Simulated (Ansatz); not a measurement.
# BHOZn: vertical ionisation energy

Aim: the vertical ionisation energy of BHOZn, as cation minus neutral at the neutral's geometry, on several levels, and how well −ε(HOMO) stands in for it.

Method: unrestricted cation, the program's frozen cores in correlated methods; program: Ansatz 0.2.0, Gaussian basis.

The runs, in order: UKS PBE-D4/def2-TZVPP; UKS r2SCAN-D4/def2-TZVPP; UKS PBE0-D4/def2-TZVPP; UKS B3LYP-D4/def2-TZVPP; UKS wB97X-V/def2-TZVPP; UKS wB97M-V/def2-TZVPP; UKS B2PLYP (frozen core with 3s3p of Cu, Zn)/def2-TZVPP; UHF-CCSD(T) with 3s3p of Cu, Zn/def2-TZVPP; UHF-MP2 with 3s3p of Cu, Zn/def2-QZVPP; extrapolation to the limit; then −ε(HOMO) from the neutral's earlier runs with LDA (SPW92), PBE-D4, revPBE-D4, BLYP-D4, r2SCAN-D4, B97M-V, PBE0-D4, B3LYP-D4, r2SCANh-D4, r2SCAN0-D4, HSE06-D4, BHLYP-D4, CAM-B3LYP-D4, LC-ωPBE, ωB97X-V, ωB97M-V.

**1. The geometry**

The geometry comes from an earlier relaxation with PBE0-D4 in a triple-zeta def2 set; it is a stationary point.

4 atoms, charge 0, spin multiplicity 1.

Atoms are counted from 1 here; the program's logs count them from 0.

Bond lengths: B1–O2 1.199 Å, B1–H4 1.173 Å. Angles: O2–B1–H4 178.5°.

**2. Cation, UKS PBE-D4/def2-TZVPP**

File in.yaml:

```yaml
crystal:
  periodic: [false, false, false]
  atoms:
    - {symbol: B, position_ang: [0.446561, 0.324591, 0.685690]}
    - {symbol: O, position_ang: [0.126067, 1.435788, 0.368788]}
    - {symbol: Zn, position_ang: [-1.291867, -1.069698, -2.093877]}
    - {symbol: H, position_ang: [0.774740, -0.750881, 1.019098]}
basis:
  gaussian: {orbitals: def2-TZVPP}
total_charge: 1
magnetization: {spin_polarized: true, initial_magnetization: 1}
hamiltonian: {xc: pbe, dispersion: d4}
```

Started as:

```console
$ ansatz run in.yaml --threads 2 --pin off --events-out ev --progress --plain --max-ram 4352MiB
```

The runs that follow: Cation, UKS r2SCAN-D4/def2-TZVPP; Cation, UKS PBE0-D4/def2-TZVPP; Cation, UKS B3LYP-D4/def2-TZVPP; Cation, UKS wB97X-V/def2-TZVPP; Cation, UKS wB97M-V/def2-TZVPP; Cation, UKS B2PLYP (frozen core with 3s3p of Cu, Zn)/def2-TZVPP; Cation, UHF-CCSD(T) with 3s3p of Cu, Zn/def2-TZVPP; Cation, UHF-MP2 with 3s3p of Cu, Zn/def2-QZVPP.

Q: Predict the results of all the runs planned. Wanted: ionisation energy, CCSD(T)/CBS; nearest functional by difference; nearest −ε(HOMO); −ε(HOMO) of PBE; T1 of the cation.

**Answer**, as computed:

| quantity | value |
| --- | --- |
| ionisation energy, CCSD(T)/CBS | 9.29 eV |
| nearest functional by difference | PBE-D4 (+0.00 eV) |
| nearest −ε(HOMO) | LC-ωPBE (-0.30 eV) |
| −ε(HOMO) of PBE | 5.92 eV |
| T1 of the cation | 0.016 |

By cation minus neutral, the functionals miss by 0.24 eV at most. −ε(HOMO) of PBE misses by 3.4 eV, since self-interaction lifts the level. Among orbital estimates LC-ωPBE comes nearest. Hartree-Fock falls 1.65 eV short, as the neutral has more correlation energy than the cation. For Zn the d shell is correlated and the shells below it are frozen.
